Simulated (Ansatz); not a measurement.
**ZrBr: equation of state**

The task here is to estimate one member of a computed series from the others.

Program: Ansatz 0.2.0. Level of theory: DFT LDA, scalar-relativistic. These are calculated values, not measurements.

### The system as given

Symmetry: R-3m, No. 166, trigonal system. Conventional cell: a = 3.503 Å, b = 3.503 Å, c = 28.071 Å, α = 90.00°, β = 90.00°, γ = 120.00°. Zr (site symmetry 3m) has 3 Br at 2.74 Å and 3 Zr at 3.13 Å in its first shell of neighbours. Br (site symmetry 3m) has 3 Zr at 2.74 Å in its first shell of neighbours.

As a file:

```
CELL_PARAMETERS angstrom
1.75155 1.01126 9.35700
-1.75155 1.01126 9.35700
0.00000 -2.02252 9.35700
ATOMIC_POSITIONS crystal
Zr 0.20920 0.20920 0.20920
Zr 0.79080 0.79080 0.79080
Br 0.39170 0.39170 0.39170
Br 0.60830 0.60830 0.60830
```

Structure: COD 4343762, as refined from experiment and not relaxed.

Atoms are numbered in the order of the input: Zr1, Zr2, Br3, Br4.

Set-up of the first run:

Input file input.yaml:

```yaml
crystal:
  lattice:
    - [1.7157954078, 0.9906149406, 9.1659872192]
    - [-1.7157954078, 0.9906149406, 9.1659872192]
    - [0.0, -1.9812298811, 9.1659872192]
  atoms:
    - { symbol: Zr, position: [0.2092, 0.2092, 0.2092] }
    - { symbol: Zr, position: [0.7908, 0.7908, 0.7908] }
    - { symbol: Br, position: [0.3917, 0.3917, 0.3917] }
    - { symbol: Br, position: [0.6083, 0.6083, 0.6083] }
kpoints:
  mp_grid: { grid: [10, 10, 10] }
  band_path:
    path:
      - [0.0, 0.0, 0.0]
      - [0.5, 0.5, 0.5]
      - [0.8255465159, 0.1744534841, 0.5]
      - [0.5, -0.1744534841, 0.1744534841]
      - [0.5, 0.0, 0.0]
      - [0.0, 0.0, 0.0]
      - [0.3372267421, -0.3372267421, 0.0]
      - [0.6627732579, 0.0, 0.3372267421]
      - [0.5, 0.0, 0.5]
    npoints: 5
scf:
  occupations: { method: fermi_dirac, width: 0.02 }
hamiltonian:
  xc: lda
  pseudopotentials: { kind: all_electron, lapw: { basis_error: 0.0005 } }
output:
  forces: true
  stress: true
  eigenvalues: true
```

Run with:

```bash
ansatz run input.yaml --threads 1 --pin off --max-ram 4096MiB --backend cpu --events-out ev --progress --plain --runs-dir out
```

Among the steps run: Volume × 0.94, LAPW; Volume × 0.94, PAW; Volume × 0.94, crystal datasets; Volume × 0.98, LAPW; Volume × 0.98, PAW; Volume × 0.98, crystal datasets; Volume × 1.01, LAPW; Volume × 1.01, PAW; Volume × 1.01, crystal datasets; Volume × 1.04, LAPW; Volume × 1.04, PAW; Volume × 1.04, crystal datasets.

One of the session's tables, all rows but one given; the rest of the session is left out.

It belongs to the step «The equation of state». 

| method | volume (Å³/atom) | largest force (eV/Å) |
| --- | --- | --- |
| LAPW | 23.369 | 0.515 |
| LAPW | 24.363 | 0.470 |
| LAPW | 24.861 | 0.456 |
| LAPW | 25.109 | 0.450 |
| LAPW | 25.855 | 0.438 |
| PAW | 23.369 | ? |
| PAW | 24.363 | 0.470 |
| PAW | 24.861 | 0.456 |
| PAW | 25.109 | 0.450 |
| PAW | 25.855 | 0.438 |
| crystal datasets | 23.369 | 0.515 |
| crystal datasets | 24.363 | 0.471 |
| crystal datasets | 24.861 | 0.456 |
| crystal datasets | 25.109 | 0.451 |
| crystal datasets | 25.855 | 0.438 |

Q: Estimate the row for PAW, 23.369 from the others.

As computed: largest force (eV/Å): 0.514. In the column «largest force (eV/Å)» it lies between crystal datasets, 24.363 (0.471) and LAPW, 23.369 (0.515).

To keep in mind: Warnings in the runs' records: gradients without spin orbit, crystal datasets made.
